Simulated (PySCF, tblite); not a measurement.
# CH₃F₃OSi, a small gas-phase stand-in for a defect centre (C site with back bonds F, [H], [H]): NMR shifts, core binding energies and electronic excitations

Aim: the NMR shifts, core binding energies and electronic excitations of `O[Si](F)(F)CF`. It is drawn as: vacancy, direct bond.

Programs: tblite 0.8.0 and PySCF 2.14.0. All values are calculated, for the isolated system unless a continuum is named. Atoms count from 0, parts from 1.

### Step 1. Starting point

9 atoms, charge 0, multiplicity 1; geometry: distance geometry start.

### Step 2. Relaxing the cluster with GFN2-xTB

What the job is given:

```
{"job": {"kind": "relax", "xc": "GFN2-xTB", "basis": "xTB"}, "charge": 0, "multiplicity": 1}
C      1.175081    -0.320115     0.189569
F      2.003326     0.333416    -0.688784
Si    -0.578141     0.314572     0.150464
O     -1.650768    -0.702721    -0.684828
F     -1.114300     0.431330     1.753043
F     -0.555682     1.897288    -0.468102
H      1.214244    -1.413550     0.026460
H      1.539156    -0.160934     1.239104
H     -1.999704    -0.370282    -1.526099
```

With the program's defaults for keys left out, this is: GFN2-xTB geometry optimisation, gas phase.

Run with:

```bash
OMP_NUM_THREADS=1 python cluster_run.py task.json out
```

This one command runs all jobs of the session in turn.

**Question.** The jobs that follow are: PBE0-D3(BJ)/def2-SVP geometry optimisation, gas phase; GIAO PBE0/pcSseg-2 NMR shielding, non-relativistic, gas phase; delta-SCF UKS SCAN, pcX-2 on the ionised atom, pcseg-1 elsewhere, spin-free X2C; TDDFT CAM-B3LYP/def2-SVPD, vertical, gas phase, core orbitals frozen in the response. Predict: point group; rotational constants (main isotopes); $^{13}$C shifts against TMS (PBE0/pcSseg-2); $^{1}$H shifts against TMS (PBE0/pcSseg-2); $^{19}$F shifts against CFCl3 (PBE0/pcSseg-2); $^{29}$Si shifts against TMS (PBE0/pcSseg-2); $^{17}$O shifts against H2O (PBE0/pcSseg-2); F1s binding energies, SCAN/pcX-2 (standing for 2 of 3 atoms); C1s binding energies, SCAN/pcX-2; Si2p binding energies, SCAN/pcX-2; O1s binding energies, SCAN/pcX-2; lowest singlet (CAM-B3LYP/def2-SVPD); brightest single state of those computed; lowest triplet; vertical ionisation energy (ΔSCF).

The runs gave:

| quantity | value |
| --- | --- |
| point group | C1 |
| rotational constants (main isotopes) | 3.75, 2.02, 1.98 GHz |
| $^{13}$C shifts against TMS (PBE0/pcSseg-2) | 72.1 ppm |
| $^{1}$H shifts against TMS (PBE0/pcSseg-2) | 4.52, 4.47, 2.45 ppm |
| $^{19}$F shifts against CFCl3 (PBE0/pcSseg-2) | -143.8, -145.9, -308.9 ppm |
| $^{29}$Si shifts against TMS (PBE0/pcSseg-2) | -55.6 ppm |
| $^{17}$O shifts against H2O (PBE0/pcSseg-2) | 50.5 ppm |
| F1s binding energies, SCAN/pcX-2 (standing for 2 of 3 atoms) | F4 693.11, F1 693.05 eV |
| C1s binding energies, SCAN/pcX-2 | C0 293.45 eV |
| Si2p binding energies, SCAN/pcX-2 | Si2 109.85 eV |
| O1s binding energies, SCAN/pcX-2 | O3 539.78 eV |
| lowest singlet (CAM-B3LYP/def2-SVPD) | 8.32 eV (149 nm), f = 0.027 |
| brightest single state of those computed | state 3, 8.89 eV, f = 0.053 |
| lowest triplet | 7.70 eV |
| vertical ionisation energy (ΔSCF) | 12.29 eV |

**Reading.** The start of the PBE0/def2-SVP relaxation was shaken at random by about 0.01 Å, so part of the energy gained, and of the first lengths quoted, undoes that. Relaxing lowered the energy by 0.212 eV in 7 steps; the close pair that moved most is C0–Si2, from 1.941 to 1.866 Å (PBE0/def2-SVP). No frequency check was run at this level, so the end point may be a saddle. At SCAN/pcX-2: the F1s levels computed lie within 0.06 eV of one another, too close to rank. Only 2 of the 3 F atoms are covered by sound results. The lowest singlet, at 8.32 eV, is HOMO→LUMO+1 0.58, HOMO→LUMO 0.33 and is weak; of the 6 states computed, the strongest absorption comes from state 3 at 8.89 eV. The lowest triplet lies 0.62 eV below the lowest singlet (triplets in Tamm-Dancoff, singlets in full TDDFT). The orbital energy would give 11.08 eV for ionisation, ΔSCF gives 12.29 eV.
